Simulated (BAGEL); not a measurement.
# HF/3-21G (density fitting with qzvpp-jkfit) run of AlH2SF3 (SMILES [F][Al-]([F])([F])[SH2+])

Aim: the vertical singlet–triplet gap of AlH2SF3 at HF/3-21G (density fitting with qzvpp-jkfit), from 2 runs. 

The calculation is run with BAGEL 1.2.2.

**1. The structure to begin with**

The species is AlH2SF3 (7 atoms), meant as a singlet with charge 0. As SMILES, `[F][Al-]([F])([F])[SH2+]`. Geometry: relaxed at PBE0-D4/def2-TZVP.

Bond lengths: F1–Al2 1.651 Å, Al2–F3 1.648 Å, Al2–F4 1.648 Å, Al2–S5 2.458 Å, S5–H6 1.346 Å, S5–H7 1.346 Å. Angles: F1–Al2–F3 117.2°, F1–Al2–F4 117.2°, F1–Al2–S5 99.1°, F3–Al2–F4 118.9°, F3–Al2–S5 98.5°, F4–Al2–S5 98.5°, Al2–S5–H6 94.7°, Al2–S5–H7 94.6°, H6–S5–H7 92.8°.

**2. The energy at HF/3-21G (density fitting with qzvpp-jkfit)**

Input file hf.json:

```json
{ "bagel": [

{
  "title": "molecule",
  "basis": "3-21g",
  "df_basis": "qzvpp-jkfit",
  "angstrom": true,
  "geometry": [
    { "atom": "F", "xyz": [      -0.582800,      -0.881200,       1.509400 ] },
    { "atom": "Al", "xyz": [       0.280700,      -0.968400,       0.104600 ] },
    { "atom": "F", "xyz": [      -0.412500,      -1.770100,      -1.157900 ] },
    { "atom": "F", "xyz": [       1.924100,      -0.949000,       0.228600 ] },
    { "atom": "S", "xyz": [      -0.052000,       1.330700,      -0.699800 ] },
    { "atom": "H", "xyz": [       0.220900,       1.903000,       0.487200 ] },
    { "atom": "H", "xyz": [      -1.378300,       1.335100,      -0.472000 ] }
  ]
},

{
  "title": "hf"
},

{
  "title": "print",
  "file": "orbitals.molden",
  "orbitals": true
}

]}
```

On the command line:

```console
BAGEL_NUM_THREADS=1 BAGEL hf.json > hf.out
```

The log of the run:

```text
* using 1 threads per process

  ===============================================================
  ===============================================================

  *** Geometry ***

  { "atom" : "F", "xyz" : [     -1.101332,     -1.665227,      2.852353 ] },
  { "atom" : "Al", "xyz" : [      0.530446,     -1.830011,      0.197665 ] },
  { "atom" : "F", "xyz" : [     -0.779512,     -3.345004,     -2.188114 ] },
  { "atom" : "F", "xyz" : [      3.636022,     -1.793350,      0.431991 ] },
  { "atom" : "S", "xyz" : [     -0.098266,      2.514659,     -1.322430 ] },
  { "atom" : "H", "xyz" : [      0.417441,      3.596149,      0.920675 ] },
  { "atom" : "H", "xyz" : [     -2.604610,      2.522973,     -0.891951 ] },

  Number of auxiliary basis functions:      523

  Since a DF basis is specified, we compute 2- and 3-index integrals:
    o Being stored without compression. Storage requirement is 0.014 GB

  Number of basis functions:       57
  Number of electrons      :       58

    * METHOD: MOLECULE                             0.17

  *** RHF ***

  === Nuclear Repulsion ===
   301.1583179017

      * DIIS with orbital gradients will be used.

  === RHF iteration (3-21g) ===
      0       -933.98092822          0.03183727           0.05
      1       -934.18809282          0.01761000           0.05
      2       -934.25587353          0.00098313           0.05
      3       -934.25662594          0.00017945           0.05
      4       -934.25666005          0.00004523           0.05
      5       -934.25666157          0.00001837           0.05
      6       -934.25666173          0.00000330           0.05
      7       -934.25666173          0.00000076           0.05
      8       -934.25666173          0.00000025           0.05
      9       -934.25666173          0.00000005           0.05
     10       -934.25666173          0.00000002           0.05
     11       -934.25666173          0.00000000           0.05
    * SCF iteration converged.

    * Permanent dipole moment:
           (    0.667150,    -1.761848,    -0.070769) a.u.

    * METHOD: HF                                   0.68

    * METHOD: PRINT                                0.01

  ===============================================================
```

Run time: 0.99 s. Hardware: 1 thread of Arm Neoverse V2, shared host; peak memory 0.097 GiB.

**3. The triplet, same level**

Input file hf.json:

```json
{ "bagel" : [

{
  "title" : "molecule",
  "basis" : "3-21g",
  "df_basis" : "qzvpp-jkfit",
  "angstrom" : "true",
  "geometry" : [
    { "atom" : "F", "xyz" : [      -0.582800,      -0.881200,       1.509400 ] },
    { "atom" : "Al", "xyz" : [       0.280700,      -0.968400,       0.104600 ] },
    { "atom" : "F", "xyz" : [      -0.412500,      -1.770100,      -1.157900 ] },
    { "atom" : "F", "xyz" : [       1.924100,      -0.949000,       0.228600 ] },
    { "atom" : "S", "xyz" : [      -0.052000,       1.330700,      -0.699800 ] },
    { "atom" : "H", "xyz" : [       0.220900,       1.903000,       0.487200 ] },
    { "atom" : "H", "xyz" : [      -1.378300,       1.335100,      -0.472000 ] }
  ]
},

{ "title" : "uhf", "nopen" : 2 },

{ "title" : "print", "file" : "orbitals.molden", "orbitals" : "true" }

]}
```

On the command line:

```console
BAGEL_NUM_THREADS=1 BAGEL hf.json > hf.out
```

The log of the run:

```text
* using 1 threads per process

  ===============================================================
  ===============================================================

  *** Geometry ***

  { "atom" : "F", "xyz" : [     -1.101332,     -1.665227,      2.852353 ] },
  { "atom" : "Al", "xyz" : [      0.530446,     -1.830011,      0.197665 ] },
  { "atom" : "F", "xyz" : [     -0.779512,     -3.345004,     -2.188114 ] },
  { "atom" : "F", "xyz" : [      3.636022,     -1.793350,      0.431991 ] },
  { "atom" : "S", "xyz" : [     -0.098266,      2.514659,     -1.322430 ] },
  { "atom" : "H", "xyz" : [      0.417441,      3.596149,      0.920675 ] },
  { "atom" : "H", "xyz" : [     -2.604610,      2.522973,     -0.891951 ] },

  Number of auxiliary basis functions:      523

  Since a DF basis is specified, we compute 2- and 3-index integrals:
    o Being stored without compression. Storage requirement is 0.014 GB

  Number of basis functions:       57
  Number of electrons      :       58

    * METHOD: MOLECULE                             0.17

  *** Open-shell HF ***

  === Nuclear Repulsion ===
   301.1583179017

      * DIIS with orbital gradients will be used.

  === UHF iteration (3-21g) ===
      0       -933.48366988          0.06650188           0.10
      1       -933.71845636          0.05520029           0.09
      2       -933.90682393          0.03494459           0.09
      3       -933.98022559          0.00338879           0.09
      4       -933.98407603          0.00101138           0.09
      5       -933.98470036          0.00051132           0.09
      6       -933.98494350          0.00036356           0.09
      7       -933.98512501          0.00025394           0.09
      8       -933.98524770          0.00011211           0.09
      9       -933.98527113          0.00003505           0.09
     10       -933.98527305          0.00001725           0.09
     11       -933.98527367          0.00000959           0.09
     12       -933.98527388          0.00000455           0.09
     13       -933.98527391          0.00000280           0.09
     14       -933.98527392          0.00000272           0.09
     15       -933.98527394          0.00000273           0.09
     16       -933.98527394          0.00000273           0.09
     17       -933.98527394          0.00000272           0.09
     18       -933.98527394          0.00000272           0.09
     19       -933.98527394          0.00000272           0.09
     20       -933.98527393          0.00000270           0.09
     21       -933.98527393          0.00000270           0.09
     22       -933.98527393          0.00000270           0.09
     23       -933.98527393          0.00000270           0.09
     24       -933.98527393          0.00000270           0.09
     25       -933.98527394          0.00000272           0.09
     26       -933.98527393          0.00000270           0.09
     27       -933.98527391          0.00000262           0.09
     28       -933.98527388          0.00000246           0.09
     29       -933.98527382          0.00000211           0.09
     30       -933.98527369          0.00000108           0.09
     31       -933.98527367          0.00000049           0.09
     32       -933.98527366          0.00000030           0.09
     33       -933.98527366          0.00000014           0.09
     34       -933.98527366          0.00000008           0.09
     35       -933.98527366          0.00000004           0.09
     36       -933.98527366          0.00000003           0.09
     37       -933.98527366          0.00000003           0.09
     38       -933.98527366          0.00000003           0.09
     39       -933.98527366          0.00000002           0.09
     40       -933.98527366          0.00000002           0.09
     41       -933.98527366          0.00000002           0.09
     42       -933.98527366          0.00000002           0.09
     43       -933.98527366          0.00000001           0.09
     44       -933.98527366          0.00000001           0.09
    * SCF iteration converged.

    * S^2 (UHF) is 2.0121

    * Permanent dipole moment:
           (    0.322289,    -1.593588,     0.409436) a.u.

    * METHOD: UHF                                  4.26

    * METHOD: PRINT                                0.01

  ===============================================================
```

Wall time 4.8 s (1 thread of Arm Neoverse V2, shared host); peak memory 0.097 GiB.

**4. Outcome**

Level: HF/3-21G (density fitting with qzvpp-jkfit).

| quantity | value |
| --- | --- |
| singlet: total energy | -934.25666 Eh |
| singlet: dipole moment | 4.79 D |
| singlet: HOMO energy | -13.59 eV |
| singlet: LUMO energy | 2.98 eV |
| singlet: HOMO–LUMO gap | 16.57 eV |
| triplet: total energy | -933.98527 Eh |
| triplet: dipole moment | 4.26 D |
| triplet: ⟨S²⟩ | 2.012 |
| vertical energy of the triplet above the singlet | 7.385 eV |

**Reading.** At this shape the triplet lies 7.38 eV (170 kcal/mol) above the singlet.
